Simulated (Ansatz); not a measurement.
# CoIr: equation of state with PBE

Crystal: CoIr.

```xyz
2
Lattice="2.6746 0.0000 0.0000 -1.3373 2.3163 0.0000 0.0000 0.0000 4.1025" Properties=species:S:1:pos:R:3 pbc="T T T"
Ir    1.3373    0.7721    2.0513
Co    0.0000    0.0000    0.0000
```

The cell comes from a database or a generator and needn't be the stable form of this composition.

- Program: Ansatz 0.2.0
- Task: equation of state
- Functional: PBE
- Potentials or basis: all-electron LAPW, scalar-relativistic
- Basis error allowed: 0.0005 eV/atom
- k mesh: 11 × 11 × 7
- Occupations: fermi-dirac, width 0.05 eV
- Spin: collinear spin, ferromagnetic start
- Starting moments: [0.6, 2.0] μB

* Equilibrium volume: 12.99 Å³/atom
* Bulk modulus at fixed shape and positions: 241 GPa
* Pressure derivative of the bulk modulus: 3.9

Energy against volume, from the lowest point:
| volume (Å³/atom) | energy (meV/atom) |
| --- | --- |
| 11.946 | 72.91 |
| 12.200 | 40.33 |
| 12.454 | 18.12 |
| 12.708 | 4.87 |
| 12.962 | 0.00 |
| 13.216 | 2.78 |
| 13.471 | 12.44 |

All runs of the series together: 3.4 min on 2 threads of Intel(R) Xeon(R) 6975P-C (Granite Rapids), with other jobs on the host.

Caveat: the cell was scaled at fixed shape and fractional positions, which overstates the stiffness of a crystal with free parameters, most of all of layers and chains. The run has no spin-orbit coupling, so splittings on Ir are missing.
